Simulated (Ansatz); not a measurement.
# CsTlO: the cost of one run

All numbers below are computed with Ansatz 0.2.0 (DFT PBE, scalar-relativistic, plane waves, PAW).

2 further runs of the same task are left out: 1 that didn't finish, 1 set aside as unsound or not needed.

## Step 1: The structure to begin with

The cell holds 24 atoms (Cs8O8Tl8): a = 9.128 Å, b = 8.902 Å, c = 9.276 Å, α = 90.24°, β = 87.87°, γ = 92.85°.

It is the last frame of an earlier stage of the same melt, run at 3600 K.

Its coordinates follow in the input file.

## Step 2: Dynamics at 3600 K

One k point, a Fermi-Dirac width of 0.310 eV and a fixed cell.

Input file input.yaml:

```yaml
crystal:
  lattice:
    - [9.123891, -0.224028, 0.171195]
    - [-0.224028, 8.899478, -0.01659]
    - [0.171195, -0.01659, 9.274794]
  atoms:
    - { symbol: Cs, position: [0.4386437014, 0.3311932913, 0.9237784429] }
    - { symbol: Cs, position: [0.0085377935, 0.2998957841, 0.4988349299] }
    - { symbol: Cs, position: [0.433004612, 0.3737754281, 0.5376898715] }
    - { symbol: Cs, position: [0.1682396701, 0.6243730096, 0.7192313322] }
    - { symbol: Cs, position: [0.9406888905, 0.8094194384, 0.4258481345] }
    - { symbol: Cs, position: [0.3011680804, 0.0428856271, 0.270748804] }
    - { symbol: Cs, position: [0.7362802551, 0.0889405915, 0.692209993] }
    - { symbol: Cs, position: [0.6626332392, 0.1556896807, 0.2741006676] }
    - { symbol: Tl, position: [0.5124795386, 0.7694272879, 0.5012178678] }
    - { symbol: Tl, position: [0.4014615365, 0.7969311861, 0.9924315881] }
    - { symbol: Tl, position: [0.7531331744, 0.5520478993, 0.7352326879] }
    - { symbol: Tl, position: [0.8866142641, 0.8773933588, 0.94599353] }
    - { symbol: Tl, position: [0.4788708952, 0.6309650628, 0.255543409] }
    - { symbol: Tl, position: [0.121922262, 0.5847162173, 0.1409900034] }
    - { symbol: Tl, position: [0.7742870229, 0.5548502114, 0.0872579756] }
    - { symbol: Tl, position: [0.0419533303, 0.2827831846, 0.9477650777] }
    - { symbol: O, position: [0.3003395292, 0.3395350333, 0.7168304808] }
    - { symbol: O, position: [0.5824166141, 0.0554923394, 0.9327181413] }
    - { symbol: O, position: [0.9879970843, 0.0311120773, 0.1706600928] }
    - { symbol: O, position: [0.620017912, 0.7565880993, 0.0973336114] }
    - { symbol: O, position: [0.0914176235, 0.922682072, 0.58626041] }
    - { symbol: O, position: [0.1175889687, 0.0205252038, 0.934308645] }
    - { symbol: O, position: [0.0311649935, 0.3639453944, 0.1836602654] }
    - { symbol: O, position: [0.1744117473, 0.8296588593, 0.1549612875] }
  symmetry: { detect: false }
basis:
  ecutwfc: 420
  xc_grid: 1
kpoints:
  mp_grid: { grid: [1, 1, 1], shift: [0.25, 0.25, 0.25] }
hamiltonian:
  xc: pbe
scf:
  occupations: { method: fermi_dirac, width: 0.3102 }
  lower_state_search: "off"
  convergence: { dr2_threshold: 1.0e-05 }
output:
  forces: true
  stress: true
md:
  timestep: 2.0
  n_steps: 188
  ensemble: nvt_langevin
  friction: 0.005
  temperature: 3600.0
  initial_velocities: maxwell_boltzmann
  seed: 21852
```

Command:

```sh
$ ansatz run input.yaml --threads 2 --pin off --max-ram 5120MiB --backend cpu --events-out ev --progress --plain --runs-dir out
```

What time and memory should one allow on 2 threads of AMD EPYC 9R45 (Zen 5), shared host?

About 5.8 min, with a peak of 1.1 GiB.
